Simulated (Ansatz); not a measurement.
# TaNb2N3: the cost of one run

Computed with Ansatz 0.2.0 (DFT PBE, scalar-relativistic, plane waves, PAW, unless a step's input says otherwise).

## (1) The system as given

The structure is hexagonal, space group P6/mmm (No. 191). The conventional cell has a = 5.148 Å, b = 5.148 Å, c = 3.229 Å, α = 90.00°, β = 90.00°, γ = 120.00°. Around Ta (site symmetry 6/mmm) lie 6 Nb at 2.97 Å and 12 N at 3.04 Å and 2 Ta at 3.23 Å. Nb (site symmetry -6m2) is surrounded by 6 N at 2.19 Å. Around N (site symmetry mmm) lie 4 Nb at 2.19 Å and 4 Ta at 3.04 Å.

Structure file:

```
Ta Nb N
1.0
     5.14784    0.00000    0.00000
    -2.57392    4.45816    0.00000
     0.00000    0.00000    3.22910
Ta Nb N
1 2 3
Direct
  0.00000 0.00000 0.00000
  0.33333 0.66667 0.00000
  0.66667 0.33333 0.00000
  0.50000 0.00000 0.50000
  0.50000 0.50000 0.50000
  0.00000 0.50000 0.50000
```

A structure generator made this guess: species swapped into a database cell of HfCo3B2 (P6/mmm, No. 191), with Ta on the Hf sites, N on the Co sites and Nb on the B sites. The dimensions are guesses.

## (2) The guess as it stands, on a coarse mesh

input.yaml reads:

```yaml
crystal:
  lattice:
    - [5.14784113, 0.0, 0.0]
    - [-2.57392056, 4.45816119, 0.0]
    - [0.0, 0.0, 3.22910024]
  atoms:
    - { symbol: Ta, position: [0.0, 0.0, 0.0] }
    - { symbol: Nb, position: [0.33333333, 0.66666667, 0.0] }
    - { symbol: Nb, position: [0.66666667, 0.33333333, 0.0] }
    - { symbol: "N", position: [0.5, 0.0, 0.5] }
    - { symbol: "N", position: [0.5, 0.5, 0.5] }
    - { symbol: "N", position: [0.0, 0.5, 0.5] }
basis:
  ecutwfc: 420
kpoints:
  mp_grid: { grid: [6, 6, 6] }
hamiltonian:
  xc: pbe
scf:
  occupations: { method: gaussian, width: 0.1 }
  lower_state_search: "off"
output:
  forces: true
  stress: true
  eigenvalues: true
```

The run is started by

```
$ ansatz run input.yaml --threads 1 --pin off --max-ram 2560MiB --backend cpu --events-out ev --progress --plain --runs-dir out
```

**Question.** How long does this run take on 1 thread of AMD EPYC (Zen 3), shared host, and how much memory does it need?

About 9 s, with a peak of 0.4 GiB.
